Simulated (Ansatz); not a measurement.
# C2H4BF: two geometries relaxed

Program: Ansatz 0.2.0. Level of theory: RKS B3LYP-D4/def2-SVP. These are calculated values, not measurements.

**1. The structure to begin with**

Bond lengths: B1–C2 1.518 Å, C2–C3 1.309 Å, C2–F4 1.327 Å, B1–H5 1.242 Å, B1–H6 1.195 Å, C3–H7 1.095 Å, C3–H8 1.128 Å. Angles: B1–C2–C3 120.3°, B1–C2–F4 120.8°, C3–C2–F4 118.8°, C2–B1–H5 119.5°, C2–B1–H6 125.3°, H5–B1–H6 115.1°, C2–C3–H7 122.5°, C2–C3–H8 121.8°, H7–C3–H8 115.3°.

Coordinates:

```xyz
8

B    -0.3227    1.1357   -0.4020
C    -0.1563   -0.3717   -0.3325
C     0.4577   -0.9223    0.6845
F    -0.5549   -1.1456   -1.3346
H    -0.9415    1.6388   -1.3541
H     0.0313    1.9084    0.4384
H     0.6572   -1.9972    0.7387
H     0.9213   -0.3032    1.5058
```

**2. End point A**

The input, input.yaml:

```yaml
crystal:
  periodic: [false, false, false]
  atoms:
    - { symbol: B, position_ang: [-0.3227, 1.1357, -0.402] }
    - { symbol: C, position_ang: [-0.1563, -0.3717, -0.3325] }
    - { symbol: C, position_ang: [0.4577, -0.9223, 0.6845] }
    - { symbol: F, position_ang: [-0.5549, -1.1456, -1.3346] }
    - { symbol: H, position_ang: [-0.9415, 1.6388, -1.3541] }
    - { symbol: H, position_ang: [0.0313, 1.9084, 0.4384] }
    - { symbol: H, position_ang: [0.6572, -1.9972, 0.7387] }
    - { symbol: H, position_ang: [0.9213, -0.3032, 1.5058] }
basis:
  gaussian: { orbitals: def2-SVP }
hamiltonian:
  xc: b3lyp
  dispersion: d4
relax:
  f_tol: 0.02
  max_steps: 50
```

On the command line:

```
$ ansatz run input.yaml --threads 1 --pin off --max-ram 2048MiB --backend cpu --events-out ev --progress --plain --runs-dir out
```

**Question.** How long does this run take on 1 thread of an Arm CPU, shared host, and how much memory does it need?

About 12 s, with a peak of 0.14 GiB.
